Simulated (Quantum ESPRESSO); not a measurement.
# MnO2 (P4_2/mnm) in Quantum ESPRESSO: further runs

One crystal, MnO2, is run at these levels: PBEsol, LDA; tasks: band structure, single point, equation of state.

Everything below comes from runs of Quantum ESPRESSO 7.5. Logs are shortened: lines on timing, memory, paths and dates and some standing lists are left out, and cuts for length are marked.

### Step 1. Starting point

The structure is tetragonal, space group P4_2/mnm (No. 136). Conventional cell: a = 4.400 Å, b = 4.400 Å, c = 2.867 Å, α = 90.00°, β = 90.00°, γ = 90.00°. Mn (site symmetry mmm) has 6 O at 1.88 to 1.90 Å as nearest neighbours. Around O (site symmetry m2m) lie 3 Mn at 1.88 to 1.90 Å.

The cell is a database's computed one.

### Step 2. Band structure, PBEsol, collinear spin, ferromagnetic start

File pw.in:

```
&CONTROL
  calculation = 'scf'
  prefix = 'pwscf'
  outdir = './tmp'
  pseudo_dir = './pseudo'
  tprnfor = .true.
  tstress = .true.
  disk_io = 'low'
/
&SYSTEM
  ibrav = 0
  celldm(1) = 8
  nat = 6
  ntyp = 2
  ecutwfc = 45
  ecutrho = 360
  nbnd = 40
  occupations = 'smearing'
  smearing = 'fd'
  degauss = 0.00367493
  nspin = 2
  starting_magnetization(1) = 0.2667
  starting_magnetization(2) = 0
/
&ELECTRONS
  conv_thr = 1.2d-09
  electron_maxstep = 120
  mixing_beta = 0.3
/
ATOMIC_SPECIES
Mn    54.9380 mn_pbesol_v1.5.uspp.F.UPF
O     15.9990 o_pbesol_v1.2.uspp.F.UPF
CELL_PARAMETERS alat
  1.0394482155588   0.0000000000000   0.0000000000000
  0.0000000000000   1.0394482155588   0.0000000000000
  0.0000000000000   0.0000000000000   0.6772490105695
ATOMIC_POSITIONS crystal
Mn     0.5000000000    0.5000000000    0.5000000000
Mn     0.0000000000    0.0000000000    0.0000000000
O      0.8049161500    0.1950838500    0.5000000000
O      0.6950838500    0.6950838500    0.0000000000
O      0.1950838500    0.8049161500    0.5000000000
O      0.3049161500    0.3049161500    0.0000000000
K_POINTS automatic
6 6 9 0 0 0
```

File bands.in:

```
&CONTROL
  calculation = 'bands'
  prefix = 'pwscf'
  outdir = './tmp'
  pseudo_dir = './pseudo'
  disk_io = 'low'
  verbosity = 'high'
/
&SYSTEM
  ibrav = 0
  celldm(1) = 8
  nat = 6
  ntyp = 2
  ecutwfc = 45
  ecutrho = 360
  nbnd = 40
  occupations = 'smearing'
  smearing = 'fd'
  degauss = 0.00367493
  nspin = 2
  starting_magnetization(1) = 0.2667
  starting_magnetization(2) = 0
/
&ELECTRONS
  conv_thr = 1d-08
  electron_maxstep = 120
  mixing_beta = 0.3
  diago_full_acc = .true.
  startingwfc = 'random'
/
ATOMIC_SPECIES
Mn    54.9380 mn_pbesol_v1.5.uspp.F.UPF
O     15.9990 o_pbesol_v1.2.uspp.F.UPF
CELL_PARAMETERS alat
  1.0394482155588   0.0000000000000   0.0000000000000
  0.0000000000000   1.0394482155588   0.0000000000000
  0.0000000000000   0.0000000000000   0.6772490105695
ATOMIC_POSITIONS crystal
Mn     0.5000000000    0.5000000000    0.5000000000
Mn     0.0000000000    0.0000000000    0.0000000000
O      0.8049161500    0.1950838500    0.5000000000
O      0.6950838500    0.6950838500    0.0000000000
O      0.1950838500    0.8049161500    0.5000000000
O      0.3049161500    0.3049161500    0.0000000000
K_POINTS crystal
60
 0.0000000000  0.0000000000  0.0000000000 1
 0.0000000000  0.1250000000  0.0000000000 1
 0.0000000000  0.2500000000  0.0000000000 1
 0.0000000000  0.3750000000  0.0000000000 1
 0.0000000000  0.5000000000  0.0000000000 1
 0.1250000000  0.5000000000  0.0000000000 1
 0.2500000000  0.5000000000  0.0000000000 1
 0.3750000000  0.5000000000  0.0000000000 1
 0.5000000000  0.5000000000  0.0000000000 1
 0.4285714286  0.4285714286  0.0000000000 1
 0.3571428571  0.3571428571  0.0000000000 1
 0.2857142857  0.2857142857  0.0000000000 1
 0.2142857143  0.2142857143  0.0000000000 1
 0.1428571429  0.1428571429  0.0000000000 1
 0.0714285714  0.0714285714  0.0000000000 1
 0.0000000000  0.0000000000  0.0000000000 1
 0.0000000000  0.0000000000  0.0625000000 1
 0.0000000000  0.0000000000  0.1250000000 1
 0.0000000000  0.0000000000  0.1875000000 1
 0.0000000000  0.0000000000  0.2500000000 1
 0.0000000000  0.0000000000  0.3125000000 1
 0.0000000000  0.0000000000  0.3750000000 1
 0.0000000000  0.0000000000  0.4375000000 1
 0.0000000000  0.0000000000  0.5000000000 1
 0.0000000000  0.1000000000  0.5000000000 1
 0.0000000000  0.2000000000  0.5000000000 1
 0.0000000000  0.3000000000  0.5000000000 1
 0.0000000000  0.4000000000  0.5000000000 1
 0.0000000000  0.5000000000  0.5000000000 1
 0.1000000000  0.5000000000  0.5000000000 1
 0.2000000000  0.5000000000  0.5000000000 1
 0.3000000000  0.5000000000  0.5000000000 1
 0.4000000000  0.5000000000  0.5000000000 1
 0.5000000000  0.5000000000  0.5000000000 1
 0.4375000000  0.4375000000  0.5000000000 1
 0.3750000000  0.3750000000  0.5000000000 1
 0.3125000000  0.3125000000  0.5000000000 1
 0.2500000000  0.2500000000  0.5000000000 1
 0.1875000000  0.1875000000  0.5000000000 1
 0.1250000000  0.1250000000  0.5000000000 1
 0.0625000000  0.0625000000  0.5000000000 1
 0.0000000000  0.0000000000  0.5000000000 1
 0.0000000000  0.5000000000  0.0000000000 1
 0.0000000000  0.5000000000  0.0625000000 1
 0.0000000000  0.5000000000  0.1250000000 1
 0.0000000000  0.5000000000  0.1875000000 1
 0.0000000000  0.5000000000  0.2500000000 1
 0.0000000000  0.5000000000  0.3125000000 1
 0.0000000000  0.5000000000  0.3750000000 1
 0.0000000000  0.5000000000  0.4375000000 1
 0.0000000000  0.5000000000  0.5000000000 1
 0.5000000000  0.5000000000  0.0000000000 1
 0.5000000000  0.5000000000  0.0625000000 1
 0.5000000000  0.5000000000  0.1250000000 1
 0.5000000000  0.5000000000  0.1875000000 1
 0.5000000000  0.5000000000  0.2500000000 1
 0.5000000000  0.5000000000  0.3125000000 1
 0.5000000000  0.5000000000  0.3750000000 1
 0.5000000000  0.5000000000  0.4375000000 1
 0.5000000000  0.5000000000  0.5000000000 1
```

Potentials or basis: GBRV 1.5 PBEsol.

The run is started by

```
> OMP_NUM_THREADS=1 mpirun -n 2 pw.x -nk 2 -in pw.in > pw.out
> OMP_NUM_THREADS=1 mpirun -n 2 pw.x -nk 2 -in bands.in > bands.out
```

pw.out:

```text
This program is part of the open-source Quantum ESPRESSO suite
     for quantum simulation of materials; please cite
         "P. Giannozzi et al., J. Phys.:Condens. Matter 21 395502 (2009);
         "P. Giannozzi et al., J. Phys.:Condens. Matter 29 465901 (2017);
         "P. Giannozzi et al., J. Chem. Phys. 152 154105 (2020);
     in publications or presentations arising from this work. More details at

     Message from routine setup:
     using ibrav=0 with symmetry is DISCOURAGED, use correct ibrav instead

     K-points division:     npool     =       2
     Subspace diagonalization in iterative solution of the eigenvalue problem:
     a serial algorithm will be used

     G-vector sticks info
     --------------------
     sticks:   dense  smooth     PW     G-vecs:    dense   smooth      PW
     Sum        1993     989    301                43137    15251    2609

     Using Slab Decomposition

     bravais-lattice index     =            0
     lattice parameter (alat)  =       8.0000  a.u.
     unit-cell volume          =     374.6486 (a.u.)^3
     number of atoms/cell      =            6
     number of atomic types    =            2
     number of electrons       =        54.00
     number of Kohn-Sham states=           40
     kinetic-energy cutoff     =      45.0000  Ry
     charge density cutoff     =     360.0000  Ry
     scf convergence threshold =      1.2E-09
     mixing beta               =       0.3000
     number of iterations used =            8  plain     mixing
     Exchange-correlation= SLA  PW   PSX  PSC
                           (   1   4  10   8   0   0   0)

     celldm(1)=   8.000000  celldm(2)=   0.000000  celldm(3)=   0.000000
     celldm(4)=   0.000000  celldm(5)=   0.000000  celldm(6)=   0.000000

     crystal axes: (cart. coord. in units of alat)
               a(1) = (   1.039448   0.000000   0.000000 )
               a(2) = (   0.000000   1.039448   0.000000 )
               a(3) = (   0.000000   0.000000   0.677249 )

     reciprocal axes: (cart. coord. in units 2 pi/alat)
               b(1) = (  0.962049  0.000000  0.000000 )
               b(2) = (  0.000000  0.962049  0.000000 )
               b(3) = (  0.000000  0.000000  1.476562 )

     PseudoPot. # 1 for Mn read from file:
     mn_pbesol_v1.5.uspp.F.UPF
     Pseudo is Ultrasoft + core correction, Zval = 15.0
     Generated by new atomic code, or converted to UPF format
     Using radial grid of  859 points,  6 beta functions with:
                l(1) =   0
                l(2) =   0
                l(3) =   1
                l(4) =   1
                l(5) =   2
                l(6) =   2
     Q(r) pseudized with  8 coefficients,  rinner =    0.950   0.950   0.950
                                                       0.950   0.950

     PseudoPot. # 2 for O  read from file:
     o_pbesol_v1.2.uspp.F.UPF
     Pseudo is Ultrasoft + core correction, Zval =  6.0
     Generated by new atomic code, or converted to UPF format
     Using radial grid of  737 points,  5 beta functions with:
                l(1) =   0
                l(2) =   0
                l(3) =   1
                l(4) =   1
                l(5) =   2
     Q(r) pseudized with  8 coefficients,  rinner =    0.900   0.900   0.900
                                                       0.900   0.900

     atomic species   valence    mass     pseudopotential
     Mn               15.00    54.93800     Mn( 1.00)
     O                 6.00    15.99900     O ( 1.00)

     Starting magnetic structure
     atomic species   magnetization
     Mn              0.267
     O               0.000

     16 Sym. Ops., with inversion, found ( 8 have fractional translation)

   Cartesian axes

     site n.     atom                  positions (alat units)
         1        Mn     tau(   1) = (   0.5197241   0.5197241   0.3386245  )
         2        Mn     tau(   2) = (   0.0000000   0.0000000   0.0000000  )
         3        O      tau(   3) = (   0.8366687   0.2027796   0.3386245  )
         4        O      tau(   4) = (   0.7225037   0.7225037   0.0000000  )
         5        O      tau(   5) = (   0.2027796   0.8366687   0.3386245  )
         6        O      tau(   6) = (   0.3169445   0.3169445   0.0000000  )

     number of k points=    50  Fermi-Dirac smearing, width (Ry)=  0.0037
                       cart. coord. in units 2pi/alat
        k(    1) = (   0.0000000   0.0000000   0.0000000), wk =   0.0030864
        k(    2) = (   0.0000000   0.0000000   0.1640624), wk =   0.0061728
        k(    3) = (   0.0000000   0.0000000   0.3281248), wk =   0.0061728
        k(    4) = (   0.0000000   0.0000000   0.4921873), wk =   0.0061728
        k(    5) = (   0.0000000   0.0000000   0.6562497), wk =   0.0061728
        k(    6) = (   0.0000000   0.1603415   0.0000000), wk =   0.0123457
[... 42 lines left out ...]
        k(   49) = (  -0.4810244  -0.4810244   0.4921873), wk =   0.0061728
        k(   50) = (  -0.4810244  -0.4810244   0.6562497), wk =   0.0061728

     Dense  grid:    43137 G-vectors     FFT dimensions: (  54,  54,  36)

     Smooth grid:    15251 G-vectors     FFT dimensions: (  36,  36,  24)

     Check: negative core charge=   -0.000015
     Generating pointlists ...
     new r_m :   0.1830 (alat units)  1.4643 (a.u.) for type    1
     new r_m :   0.1830 (alat units)  1.4643 (a.u.) for type    2

     Initial potential from superposition of free atoms

     starting charge      52.9998, renormalised to      54.0000
     Starting wfcs are   42 randomized atomic wfcs

     Self-consistent Calculation

     iteration #  1     ecut=    45.00 Ry     beta= 0.30
     Davidson diagonalization with overlap
     ethr =  1.00E-02,  avg # of iterations =  4.9

     total energy              =    -550.10562469 Ry
     estimated scf accuracy    <       4.54798475 Ry

     total magnetization       =     6.00 Bohr mag/cell
     absolute magnetization    =     6.17 Bohr mag/cell

     iteration #  2     ecut=    45.00 Ry     beta= 0.30
     Davidson diagonalization with overlap
     ethr =  8.42E-03,  avg # of iterations =  1.9

     total energy              =    -550.52851729 Ry
     estimated scf accuracy    <       3.57607956 Ry

     total magnetization       =     4.76 Bohr mag/cell
     absolute magnetization    =     5.06 Bohr mag/cell

     iteration #  3     ecut=    45.00 Ry     beta= 0.30
     Davidson diagonalization with overlap
     ethr =  6.62E-03,  avg # of iterations =  1.2

     total energy              =    -551.12566746 Ry
     estimated scf accuracy    <       0.56900738 Ry

     total magnetization       =     6.00 Bohr mag/cell
     absolute magnetization    =     6.31 Bohr mag/cell

     iteration #  4     ecut=    45.00 Ry     beta= 0.30
     Davidson diagonalization with overlap
     ethr =  1.05E-03,  avg # of iterations =  1.8

     total energy              =    -551.21950353 Ry
     estimated scf accuracy    <       0.07526532 Ry

     total magnetization       =     5.98 Bohr mag/cell
     absolute magnetization    =     6.26 Bohr mag/cell

     iteration #  5     ecut=    45.00 Ry     beta= 0.30
     Davidson diagonalization with overlap
     ethr =  1.39E-04,  avg # of iterations =  2.1

     total energy              =    -551.23121472 Ry
     estimated scf accuracy    <       0.00691228 Ry
[... 58 lines left out ...]
     total energy              =    -551.23372649 Ry
     estimated scf accuracy    <       0.00000082 Ry

     total magnetization       =     5.98 Bohr mag/cell
     absolute magnetization    =     6.17 Bohr mag/cell

     iteration # 12     ecut=    45.00 Ry     beta= 0.30
     Davidson diagonalization with overlap
     ethr =  1.52E-09,  avg # of iterations =  1.5

     total energy              =    -551.23372671 Ry
     estimated scf accuracy    <       0.00000038 Ry

     total magnetization       =     5.98 Bohr mag/cell
     absolute magnetization    =     6.17 Bohr mag/cell

     iteration # 13     ecut=    45.00 Ry     beta= 0.30
     Davidson diagonalization with overlap
     ethr =  7.13E-10,  avg # of iterations =  1.1

     total energy              =    -551.23372684 Ry
     estimated scf accuracy    <          1.7E-09 Ry

     total magnetization       =     5.98 Bohr mag/cell
     absolute magnetization    =     6.17 Bohr mag/cell

     iteration # 14     ecut=    45.00 Ry     beta= 0.30
     Davidson diagonalization with overlap
     ethr =  3.12E-12,  avg # of iterations =  2.8

     Magnetic moment per site  (integrated on atomic sphere of radius R)
     atom   1 (R=0.183)  charge= 11.6417  magn=  2.3897
     atom   2 (R=0.183)  charge= 11.6417  magn=  2.3897
     atom   3 (R=0.183)  charge=  5.1954  magn=  0.0920
     atom   4 (R=0.183)  charge=  5.1954  magn=  0.0920
     atom   5 (R=0.183)  charge=  5.1954  magn=  0.0920
     atom   6 (R=0.183)  charge=  5.1954  magn=  0.0920

     End of self-consistent calculation

     Number of k-points >= 100: set verbosity='high' to print the bands.

     the Fermi energy is    10.8432 ev

!    total energy              =    -551.23372692 Ry
     estimated scf accuracy    <          7.2E-10 Ry
     smearing contrib. (-TS)   =      -0.00060786 Ry
     internal energy E=F+TS    =    -551.23311906 Ry

     The total energy is F=E-TS. E is the sum of the following terms:
     one-electron contribution =    -262.58076926 Ry
     hartree contribution      =     158.50093013 Ry
     xc contribution           =     -81.21284938 Ry
     ewald contribution        =    -365.94043055 Ry

     total magnetization       =     5.98 Bohr mag/cell
     absolute magnetization    =     6.17 Bohr mag/cell

     convergence has been achieved in  14 iterations

     Forces acting on atoms (cartesian axes, Ry/au):

     atom    1 type  1   force =     0.00000000    0.00000000   -0.00000000
     atom    2 type  1   force =     0.00000000    0.00000000   -0.00000000
     atom    3 type  2   force =     0.00137412   -0.00137412   -0.00000000
     atom    4 type  2   force =    -0.00137412   -0.00137412   -0.00000000
     atom    5 type  2   force =    -0.00137412    0.00137412   -0.00000000
     atom    6 type  2   force =     0.00137412    0.00137412    0.00000000

     Total force =     0.003887     Total SCF correction =     0.000016

     Computing stress (Cartesian axis) and pressure

          total   stress  (Ry/bohr**3)                   (kbar)     P=      -22.71
  -0.00010083   0.00000000   0.00000000          -14.83        0.00        0.00
   0.00000000  -0.00010083   0.00000000            0.00      -14.83        0.00
   0.00000000   0.00000000  -0.00026142            0.00        0.00      -38.46

=------------------------------------------------------------------------------=
   JOB DONE.
=------------------------------------------------------------------------------=
```

Run time: 2.1 min. Hardware: 2 MPI ranks of Arm Neoverse V2, shared host; peak memory 0.44 GiB.

Results:

```
Free energy                                           : -7499.9169 eV
Pressure                                              : -2.3 GPa
Largest force                                         : 0.050 eV/Å
Band gap on the k mesh                                : none (metal or under the smearing width)
Net moment                                            : 5.98 μB per cell
Absolute moment                                       : 6.17 μB per cell
Site moments                                          : Mn +2.39; O +0.09 μB
Valence electrons inside the program's atomic spheres : Mn 11.64; O 5.20
```

Forces on the atoms (eV/Å):
```
Mn   0.000  0.000  0.000
Mn   0.000  0.000  0.000
O    0.035 -0.035  0.000
O   -0.035 -0.035  0.000
O   -0.035  0.035  0.000
O    0.035  0.035  0.000
```

Levels at the corners of the path, in eV from the Fermi level:
Spin up:
```tsv
point	band 28	band 29	band 30	band 31	band 32	band 33
Γ	-1.37	-0.77	-0.33	-0.12	2.60	2.60
X	-1.46	-0.72	-0.72	2.09	2.09	2.34
M	-2.30	-0.05	-0.05	1.35	1.35	2.57
Γ	-1.37	-0.77	-0.33	-0.12	2.60	2.60
Z	-1.13	-0.19	-0.19	1.14	1.14	1.58
R	-2.10	-0.07	-0.07	0.08	0.08	3.12
A	-1.11	-0.79	-0.79	1.61	1.61	1.80
Z	-1.13	-0.19	-0.19	1.14	1.14	1.58
X	-1.46	-0.72	-0.72	2.09	2.09	2.34
R	-2.10	-0.07	-0.07	0.08	0.08	3.12
M	-2.30	-0.05	-0.05	1.35	1.35	2.57
A	-1.11	-0.79	-0.79	1.61	1.61	1.80
```
Spin down:
```csv
point,band 21,band 22,band 23,band 24,band 25,band 26,band 27,band 28
Γ,-1.77,-1.08,-1.08,-0.49,0.02,0.31,0.47,0.47
X,-3.00,-3.00,-1.34,-1.34,0.69,0.69,1.06,1.06
M,-2.65,-2.65,-2.08,-2.08,0.05,0.05,0.49,0.49
Γ,-1.77,-1.08,-1.08,-0.49,0.02,0.31,0.47,0.47
Z,-3.28,-3.28,-2.54,-2.54,1.00,1.00,1.34,1.34
R,-3.11,-3.11,-1.71,-1.71,0.18,0.18,1.03,1.03
A,-2.01,-2.01,-1.60,-1.60,1.00,1.00,1.05,1.05
Z,-3.28,-3.28,-2.54,-2.54,1.00,1.00,1.34,1.34
X,-3.00,-3.00,-1.34,-1.34,0.69,0.69,1.06,1.06
R,-3.11,-3.11,-1.71,-1.71,0.18,0.18,1.03,1.03
M,-2.65,-2.65,-2.08,-2.08,0.05,0.05,0.49,0.49
A,-2.01,-2.01,-1.60,-1.60,1.00,1.00,1.05,1.05
```

Caveat: semilocal functionals often make such compounds metallic where correlation or magnetic order opens a gap, which also shifts bond lengths; only a ferromagnetic start was run, and an antiferromagnetic order may lie lower in energy. With open d or f shells a metallic result of PBEsol can be an artefact of self-interaction; +U or a hybrid may open a gap.

### Step 3. Single point, LDA, collinear spin, ferromagnetic start, 8.70 Å³/atom

pw.in: that of step 2 with these lines changed.

```diff
@@ -7,3 +7,3 @@
   tstress = .true.
-  disk_io = 'low'
+  disk_io = 'nowf'
 /
@@ -11,3 +11,2 @@
   ibrav = 0
-  celldm(1) = 8
   nat = 6
@@ -30,8 +29,8 @@
 ATOMIC_SPECIES
-Mn    54.9380 mn_pbesol_v1.5.uspp.F.UPF
-O     15.9990 o_pbesol_v1.2.uspp.F.UPF
-CELL_PARAMETERS alat
-  1.0394482155588   0.0000000000000   0.0000000000000
-  0.0000000000000   1.0394482155588   0.0000000000000
-  0.0000000000000   0.0000000000000   0.6772490105695
+Mn    54.9380 mn_lda_v1.5.uspp.F.UPF
+O     15.9990 o_lda_v1.2.uspp.F.UPF
+CELL_PARAMETERS angstrom
+   4.3105887966    0.0000000000    0.0000000000
+   0.0000000000    4.3105887966    0.0000000000
+   0.0000000000    0.0000000000    2.8085497226
 ATOMIC_POSITIONS crystal
```

Potentials or basis: GBRV 1.5 LDA.

The run is started by

```
> OMP_NUM_THREADS=1 mpirun -n 2 pw.x -nk 2 -in pw.in > pw.out
```

It took 80 s on 2 MPI ranks of Arm Neoverse V2, shared host; peak memory 0.42 GiB.

Results (log left out):

- Free energy: -7506.0468 eV
- Pressure: 2.5 GPa
- Largest force: 0.236 eV/Å
- Band gap on the k mesh: none (metal or under the smearing width)
- Net moment: 4.88 μB per cell
- Absolute moment: 4.94 μB per cell
- Site moments: Mn +1.91; O +0.09 μB
- Valence electrons inside the program's atomic spheres: Mn 11.56; O 5.11

Caveat: semilocal functionals often make such compounds metallic where correlation or magnetic order opens a gap, which also shifts bond lengths; only a ferromagnetic start was run, and an antiferromagnetic order may lie lower in energy.

(Part 1 of 2 ends here.)
